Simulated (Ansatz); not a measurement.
Task: a ladder of methods at one geometry of C2H8AlN, SMILES CC[NH][AlH2], with the Ansatz DFT code, driven from Python. Give the script and its output. Settings (for the species named): B3LYP, def2-SVP basis, multiplicity 1. The script varies functional: b3lyp, revpbe, hse06, cam_b3lyp.

```yaml
atoms:
  - { symbol: C, position_ang: [-0.0525, 1.8043, 0.0209] }
  - { symbol: C, position_ang: [-0.4549, 0.3657, -0.0792] }
  - { symbol: N, position_ang: [0.7312, -0.4395, 0.0022] }
  - { symbol: Al, position_ang: [0.4242, -2.2972, -0.1979] }
  - { symbol: H, position_ang: [-1.0225, 2.4510, -0.1049] }
  - { symbol: H, position_ang: [0.5976, 2.1407, -0.8106] }
  - { symbol: H, position_ang: [0.4014, 2.0764, 0.9913] }
  - { symbol: H, position_ang: [-1.1167, 0.1302, 0.7392] }
  - { symbol: H, position_ang: [-0.9512, 0.2049, -1.0117] }
  - { symbol: H, position_ang: [1.1550, -0.3361, 1.0052] }
  - { symbol: H, position_ang: [1.5018, -3.3983, -0.0720] }
  - { symbol: H, position_ang: [-1.1365, -2.7574, -0.4486] }
```

`c2h8aln_methods.py`:
```python
from pathlib import Path

import ansatz as az
import numpy as np

GEOMETRY = """
C    -0.05250    1.80430    0.02090
C    -0.45490    0.36570   -0.07920
N     0.73120   -0.43950    0.00220
Al    0.42420   -2.29720   -0.19790
H    -1.02250    2.45100   -0.10490
H     0.59760    2.14070   -0.81060
H     0.40140    2.07640    0.99130
H    -1.11670    0.13020    0.73920
H    -0.95120    0.20490   -1.01170
H     1.15500   -0.33610    1.00520
H     1.50180   -3.39830   -0.07200
H    -1.13650   -2.75740   -0.44860
"""


def main() -> None:
    system = az.Crystal.molecule()
    for line in GEOMETRY.strip().splitlines():
        symbol, *xyz = line.split()
        system = system.atom(symbol, [float(v) for v in xyz])

    calc = (
        system.calculation()
        .basis(gaussian="def2-SVP")
        .accuracy("high")
    )

    print("functional    E (Ha)        dipole (D)   HOMO (eV)  LUMO (eV)")
    for name in ["b3lyp", "revpbe", "hse06", "cam_b3lyp"]:
        report = calc.functional(name).forces().orbitals().run(runs_dir="runs").report
        lines = Path(report["orbitals_path"]).read_text().splitlines()
        field_of = lambda key: [line.split("=")[1].strip() for line in lines if line.startswith(key)]
        orbitals = [(27.211386 * float(e), s, float(n)) for e, s, n in zip(field_of("Ene="), field_of("Spin="), field_of("Occup="))]
        homo = max(e for e, _, n in orbitals if n > 0.5)
        lumo = min(e for e, _, n in orbitals if n < 0.5)
        dipole = 4.803205 * np.linalg.norm(report["charge_distribution"]["dipole_moment_e_ang"])
        print(f"{name:10s} {report['free_energy_ev'] / 27.211386246:14.6f} {dipole:9.3f} {homo:11.3f} {lumo:10.3f}")


if __name__ == "__main__":
    main()
```

```console
$ python c2h8aln_methods.py
functional    E (Ha)        dipole (D)   HOMO (eV)  LUMO (eV)
b3lyp         -378.039980     0.904      -6.336     -1.353
revpbe        -377.915148     0.963      -5.224     -1.799
hse06         -377.717818     0.915      -6.176     -1.523
cam_b3lyp     -377.938539     0.897      -7.932     -0.199
```

What to keep in mind:
- The settings weren't tested for convergence.
- The geometry is a force-field or estimated start, not a minimum of this method, and the basis set is short of its limit. A lower total doesn't mark the better method: functionals have no common bound, and MP2 and coupled cluster aren't variational.
- b3lyp holds the VWN-RPA fit, as in Gaussian; the form of ORCA and Turbomole is b3lyp5.
- Levels such as HOMO and LUMO are orbital energies: with these approximate functionals they aren't the ionisation energy and electron affinity, and their gap isn't the fundamental gap.
- hse06 follows the composition of plane-wave codes, whose totals differ by tens of mHa, up to about 0.1 Ha, from the form usual in Gaussian-basis programs (wpbeh).
- Timing: 51 s on 1 thread of Arm Neoverse V2, on a shared host, peak memory 0.49 GiB.
